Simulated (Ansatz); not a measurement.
# GdSF: the cost of one run

Computed with Ansatz 0.2.0 (DFT PBEsol+U (U_eff = 1 eV on Gd f), plane waves, PAW, no spin–orbit coupling unless a run says so, unless a step's input says otherwise).

## Step 1: The starting structure

It takes space group P4/nmm (No. 129, tetragonal). The conventional cell has a = 3.830 Å, b = 3.830 Å, c = 6.853 Å, α = 90.00°, β = 90.00°, γ = 90.00°. Gd (site symmetry 4mm) is surrounded by 4 F at 2.48 Å and 5 S at 2.84 to 2.85 Å. S (site symmetry 4mm) has 5 Gd at 2.84 to 2.85 Å as nearest neighbours. Around F (site symmetry -4m2) lie 4 Gd at 2.48 Å.

As a file:

```xyz
6
Lattice="3.8297 0.0000 0.0000 0.0000 3.8297 0.0000 0.0000 0.0000 6.8529" Properties=species:S:1:pos:R:3 pbc="T T T"
Gd    1.9149    0.0000    1.5727
Gd    0.0000    1.9149    5.2802
S     1.9149    0.0000    4.4201
S     0.0000    1.9149    2.4328
F     0.0000    0.0000    0.0000
F     1.9149    1.9149    0.0000
```

Magnetic order typed: opposed in the cell.

## Step 2: From atoms, symmetry kept, no search

Input file input.yaml:

```yaml
crystal:
  lattice:
    - [3.82970054, 0.0, 0.0]
    - [0.0, 3.82970054, 0.0]
    - [0.0, 0.0, 6.85290097]
  atoms:
    - { symbol: Gd, position: [0.5, 0.0, 0.2295], spin: 7.0 }
    - { symbol: Gd, position: [0.0, 0.5, 0.7705], spin: -7.0 }
    - { symbol: S, position: [0.5, 0.0, 0.645] }
    - { symbol: S, position: [0.0, 0.5, 0.355] }
    - { symbol: F, position: [0.0, 0.0, 0.0] }
    - { symbol: F, position: [0.5, 0.5, 0.0] }
basis:
  ecutwfc: 420
  ecutrho_ratio: 4
kpoints:
  mp_grid: { grid: [5, 5, 3] }
hamiltonian:
  xc: pbesol
  hubbard:
    sites: [{ site: 0, l: f, u_eff: 1.0 }, { site: 1, l: f, u_eff: 1.0 }]
scf:
  occupations: { method: gaussian, width: 0.05 }
  lower_state_search: "off"
  max_iter: 150
output:
  forces: true
  stress: true
  eigenvalues: true
  populations: true
  hubbard: { sites: [{ site: 0, l: f }, { site: 1, l: f }] }
magnetization:
  spin_polarized: true
```

Command:

```bash
> ansatz run input.yaml --threads 4 --pin off --max-ram 6144MiB --backend cpu --events-out ev --progress --plain --runs-dir out
```

What time and memory should one allow on 4 threads of Arm Neoverse V2, shared host?

About 8.7 s, with a peak of 0.48 GiB.
